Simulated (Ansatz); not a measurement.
# r2SCANh-D4/def2-SV(P) (sfX2C) run of C2HF3O2 (SMILES O=COC(F)(F)F)

What is the vertical electron affinity of C2HF3O2 at r2SCANh-D4/def2-SV(P) (sfX2C)? 

The calculation is run with Ansatz 0.2.0.

6 further runs of the same task are left out: 1 for a known fault of the program, 3 that didn't finish, 2 set aside as unsound or not needed.

### 1 Starting point

C2HF3O2 has 8 atoms, charge 0, and is taken as a singlet. As SMILES, `O=COC(F)(F)F`. Geometry: relaxed at PBE0-D4/def2-TZVP. This is one conformer, not always the lowest.

Bond lengths: O1–C2 1.183 Å, C2–O3 1.368 Å, O3–C4 1.376 Å, C4–F5 1.321 Å, C4–F6 1.322 Å, C4–F7 1.322 Å, C2–H8 1.097 Å. Angles: O1–C2–O3 126.1°, C2–O3–C4 119.2°, O3–C4–F5 106.5°, O3–C4–F6 111.8°, O3–C4–F7 111.8°, F5–C4–F6 108.8°, F5–C4–F7 108.8°, F6–C4–F7 109.0°, O1–C2–H8 126.7°, O3–C2–H8 107.2°.

### 2 Energy and gradient at r2SCANh-D4/def2-SV(P) (sfX2C)

Contents of in.yaml:

```yaml
crystal:
  periodic: [false, false, false]
  atoms:
    - {symbol: O, position_ang: [0.883000, -0.997600, 1.311500]}
    - {symbol: C, position_ang: [0.000700, -1.248800, 0.565300]}
    - {symbol: O, position_ang: [-0.538100, -0.398600, -0.361800]}
    - {symbol: C, position_ang: [-0.038000, 0.878300, -0.471200]}
    - {symbol: F, position_ang: [-0.729400, 1.471400, -1.427800]}
    - {symbol: F, position_ang: [-0.188700, 1.561900, 0.650800]}
    - {symbol: F, position_ang: [1.241100, 0.877200, -0.807100]}
    - {symbol: H, position_ang: [-0.538600, -2.200800, 0.484500]}
basis:
  gaussian:
    orbitals: def2-SV_P_.json
hamiltonian:
  xc: {name: r2SCANh}
  dispersion: d4
  pseudopotentials: {relativity: scalar}
output: {forces: true, orbitals: {seedname: orbitals}}
```

The basis set def2-SV(P) is read from a file made from the Basis Set Exchange's data (not shown).

The run is started by

```
$ ansatz run in.yaml --threads 1 --pin off --max-ram 2610MiB --events-out events.jsonl --progress --plain --runs-dir runs
```

Output, shortened:

```text
Warning: RAYON_NUM_THREADS=1 ignored (pool sized by the plan → 1); use --threads N
Functional definition: r2SCANh
  name "r2SCANh"
[...]
975 factors; integrals over basis functions are off by at most 1.1e-3 eV
[...]
mean field -14326.78438468 eV, -526.4996150938 hartree, gradient 8.4e-5 eV, S^2 0.000000; 0 other end points of the search recorded, 0 dependent functions left out
[...]
reference -14326.78438900 eV, -526.4996152525 hartree; 28, 28 occupied and 72, 72 virtual orbitals, 975 factors
Total energy: -14326.82280424 eV, -526.5010269866 hartree
Relativity: scalar
Atom 0 at     0.883000    -0.997600     1.311500 Å, force     0.208603     0.150430     0.133501 eV/Å
Atom 1 at     0.000700    -1.248800     0.565300 Å, force    -0.026763     0.066762    -0.056051 eV/Å
Atom 2 at    -0.538100    -0.398600    -0.361800 Å, force     0.028401     0.074470    -0.007935 eV/Å
Atom 3 at    -0.038000     0.878300    -0.471200 Å, force    -0.042192     0.155731    -0.114808 eV/Å
Atom 4 at    -0.729400     1.471400    -1.427800 Å, force     0.012328    -0.020275     0.021395 eV/Å
Atom 5 at    -0.188700     1.561900     0.650800 Å, force     0.009338    -0.066158     0.022652 eV/Å
Atom 6 at     1.241100     0.877200    -0.807100 Å, force    -0.007602    -0.058874     0.038496 eV/Å
Atom 7 at    -0.538600    -2.200800     0.484500 Å, force    -0.182113    -0.302086    -0.037250 eV/Å
Dipole moment:    -0.255396    -0.286789    -0.115463 e Å
```

It took 8.7 s on 1 thread of Arm Neoverse V1, shared host.

### 3 The doublet anion

Edit in.yaml of step 2 so:

```diff
@@ -14,2 +14,6 @@
     orbitals: def2-SV_P_.json
+total_charge: -1
+magnetization:
+  spin_polarized: true
+  initial_magnetization: 1
 hamiltonian:
```

The basis set def2-SV(P) is read from a file made from the Basis Set Exchange's data (not shown).

The run is started by

```
$ ansatz run in.yaml --threads 1 --pin off --max-ram 2610MiB --events-out events.jsonl --progress --plain --runs-dir runs
```

Output, shortened:

```text
Warning: RAYON_NUM_THREADS=1 ignored (pool sized by the plan → 1); use --threads N
[... 2 set-up lines as earlier in the session ...]
[...]
976 factors; integrals over basis functions are off by at most 1.1e-3 eV
[...]
mean field -14324.92706485 eV, -526.4313598490 hartree, gradient 1.8e-5 eV, S^2 0.755444; 0 other end points of the search recorded, 0 dependent functions left out
[...]
reference -14324.92706983 eV, -526.4313600320 hartree; 29, 28 occupied and 71, 72 virtual orbitals, 976 factors
Total energy: -14324.97087975 eV, -526.4329700167 hartree
Relativity: scalar
Atom 0 at     0.883000    -0.997600     1.311500 Å, force     6.076514     2.188737     4.924719 eV/Å
Atom 1 at     0.000700    -1.248800     0.565300 Å, force    -4.159100    -4.404273    -2.006803 eV/Å
Atom 2 at    -0.538100    -0.398600    -0.361800 Å, force    -0.821195     4.649401    -2.988931 eV/Å
Atom 3 at    -0.038000     0.878300    -0.471200 Å, force    -1.535852    -4.849770     0.771513 eV/Å
Atom 4 at    -0.729400     1.471400    -1.427800 Å, force    -0.324621     1.016507    -0.795842 eV/Å
Atom 5 at    -0.188700     1.561900     0.650800 Å, force     0.184473     1.102638     0.585253 eV/Å
Atom 6 at     1.241100     0.877200    -0.807100 Å, force     1.011277     0.705104    -0.260024 eV/Å
Atom 7 at    -0.538600    -2.200800     0.484500 Å, force    -0.431495    -0.408344    -0.229885 eV/Å
Dipole moment:    -0.263669     0.950631    -0.704461 e Å
```

Run time: 16 s. Hardware: 1 thread of Arm Neoverse V1, shared host; peak memory 0.34 GiB.

### 4 Results

Level: r2SCANh-D4/def2-SV(P) (sfX2C).

```
                                         quantity          value
                    singlet C2HF3O2: total energy  -526.50103 Eh
                   singlet C2HF3O2: dipole moment         1.93 D
                     singlet C2HF3O2: HOMO energy       -8.51 eV
                     singlet C2HF3O2: LUMO energy       -1.30 eV
                   singlet C2HF3O2: HOMO–LUMO gap        7.21 eV
               singlet C2HF3O2: dispersion energy   -3.71 kJ/mol
        singlet C2HF3O2: largest force on an atom     0.355 eV/Å
                      doublet anion: total energy  -526.43297 Eh
doublet anion: HOMO energy (highest over α and β)        5.15 eV
 doublet anion: LUMO energy (lowest over α and β)        8.45 eV
                 doublet anion: dispersion energy   -4.23 kJ/mol
                              doublet anion: ⟨S²⟩          0.755
          doublet anion: largest force on an atom     8.122 eV/Å
vertical electron affinity (to the doublet anion)      -1.852 eV
```

**Reading.** The anion lies 1.85 eV (43 kcal/mol) above the neutral: the electron isn't bound at this level, and such a value depends on the basis. Without diffuse functions anions come out too high. The largest force (singlet C2HF3O2) is 0.35 eV/Å: the shape isn't a stationary point for this species at this level. Mulliken charges (singlet C2HF3O2) run from -0.31 on O3 to +0.63 on C4. The HOMO (doublet anion) lies at positive energy, 5.15 eV; only total energies tell whether the electron is bound.
